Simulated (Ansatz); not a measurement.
# B₂ClFH₄Si: a ladder of functionals and wavefunction methods

Aim: compute B₂ClFH₄Si with functionals from several rungs and with coupled cluster. The yardstick is the atomisation energy at the CCSD(T) limit.

Program: Ansatz 0.2.0, Gaussian basis. Level of theory: functionals in def2-TZVPP, the program's frozen cores in correlated methods. These are calculated values, not measurements.

The runs, in order: LDA (SPW92), PBE-D4, revPBE-D4, BLYP-D4, r2SCAN-D4, B97M-V, PBE0-D4, B3LYP-D4, r2SCANh-D4, r2SCAN0-D4, HSE06-D4, BHLYP-D4, CAM-B3LYP-D4, LC-ωPBE, ωB97X-V, ωB97M-V, B2PLYP, PBE-QIDH; CCSD(T)/def2-SVP; CCSD(T)/def2-TZVPP; MP2/def2-QZVPP; extrapolation to the limit; RPA on PBE.

### 1 The geometry

An earlier PBE0-D4 in a triple-zeta def2 set relaxation fixed the geometry.

SMILES `B[SiH](F)BCl`, 9 atoms, charge 0, spin multiplicity 1.

Atoms are counted from 1 here; the program's logs count them from 0.

Bond lengths: B1–Si2 1.998 Å, B1–H6 1.194 Å, B1–H7 1.196 Å, Si2–F3 1.611 Å, Si2–B4 2.018 Å, Si2–H8 1.494 Å, B4–Cl5 1.740 Å, B4–H9 1.193 Å. Angles: Si2–B1–H6 123.4°, Si2–B1–H7 118.1°, H6–B1–H7 118.4°, B1–Si2–F3 113.6°, B1–Si2–B4 108.9°, B1–Si2–H8 108.6°, F3–Si2–B4 110.6°, F3–Si2–H8 107.2°, B4–Si2–H8 107.7°, Si2–B4–Cl5 117.6°, Si2–B4–H9 125.6°, Cl5–B4–H9 116.8°.

Coordinates:

```
B     0.2798   -0.0091    1.6694
Si    0.6122   -0.4369   -0.2540
F     2.1158   -0.1153   -0.7352
B    -0.7246    0.5636   -1.3872
Cl   -2.4101    0.1988   -1.1567
H     1.0882    0.5126    2.3770
H    -0.7950   -0.2656    2.1263
H     0.3833   -1.8981   -0.4642
H    -0.4611    1.4036   -2.1924
```

### 2 LDA

This LDA is Slater exchange with PW92 correlation.

in.yaml

```yaml
crystal:
  periodic: [false, false, false]
  atoms:
    - {symbol: B, position_ang: [0.279773, -0.009115, 1.669405]}
    - {symbol: Si, position_ang: [0.612160, -0.436894, -0.254045]}
    - {symbol: F, position_ang: [2.115821, -0.115255, -0.735210]}
    - {symbol: B, position_ang: [-0.724579, 0.563619, -1.387190]}
    - {symbol: Cl, position_ang: [-2.410072, 0.198821, -1.156730]}
    - {symbol: H, position_ang: [1.088203, 0.512636, 2.376969]}
    - {symbol: H, position_ang: [-0.794952, -0.265622, 2.126319]}
    - {symbol: H, position_ang: [0.383265, -1.898115, -0.464239]}
    - {symbol: H, position_ang: [-0.461118, 1.403626, -2.192378]}
basis:
  gaussian: {orbitals: def2-TZVPP}
hamiltonian: {xc: lda}
output: {orbitals: {seedname: orbitals}}
```

The runs that follow: PBE-D4 (GGA); revPBE-D4 (GGA); BLYP-D4 (GGA); r2SCAN-D4 (meta-GGA); B97M-V (meta-GGA); PBE0-D4 (hybrid); B3LYP-D4 (hybrid); r2SCANh-D4 (hybrid); r2SCAN0-D4 (hybrid); HSE06-D4 (hybrid); BHLYP-D4 (hybrid); CAM-B3LYP-D4 (range-separated); LC-ωPBE (range-separated); ωB97X-V (range-separated); ωB97M-V (range-separated); B2PLYP (double hybrid); PBE-QIDH (double hybrid); CCSD(T) in def2-SVP; CCSD(T) in def2-TZVPP; MP2 in def2-QZVPP; RPA on PBE orbitals.

Before running them: what should the planned runs give, taken together? Wanted: atomisation energy, CCSD(T)/CBS; farthest beyond LDA; mean size of error, GGA; mean size of error, meta-GGA; mean size of error, hybrid; mean size of error, range-separated; mean size of error, double hybrid; gap, smallest and largest; T1 diagnostic.

**Answer**, as computed:

| quantity | value |
| --- | --- |
| atomisation energy, CCSD(T)/CBS | 3031.1 kJ/mol |
| functionals within 15.2 kJ/mol (0.5 %) | BLYP-D4, PBE0-D4, B3LYP-D4, r2SCAN0-D4, LC-ωPBE, PBE-QIDH |
| farthest beyond LDA | PBE-D4 (+51.0 kJ/mol) |
| mean size of error, GGA | 25.1 kJ/mol |
| mean size of error, meta-GGA | 45.5 kJ/mol |
| mean size of error, hybrid | 18.8 kJ/mol |
| mean size of error, range-separated | 21.1 kJ/mol |
| mean size of error, double hybrid | 11.0 kJ/mol |
| gap, smallest and largest | 2.60 eV (LDA (SPW92)), 9.80 eV (LC-ωPBE) |
| T1 diagnostic | 0.0137 |
| triples share of the correlation energy | 3.5 % |

**Reading.** LDA overbinds by 403.1 kJ/mol (13 %). PBE-D4 is off by +51.0 kJ/mol. Double hybrids carry the basis error of their MP2 part in triple zeta, and no dispersion term here, so their miss is partly the set-up's. By mean error the best rung here is double hybrid (11.0 kJ/mol) and the worst beyond LDA is meta-GGA (45.5 kJ/mol). The reference freezes the cores and leaves out relativity and excitations past (T), so misses under about 15.2 kJ/mol can't be ranked. Hartree-Fock recovers 78 % of the binding; the rest is correlation. CCSD(T) in def2-SVP is off by -176.1 kJ/mol, so the small basis spoils what the method gains. Orbital gaps span 2.6 to 9.8 eV; exact exchange widens them.
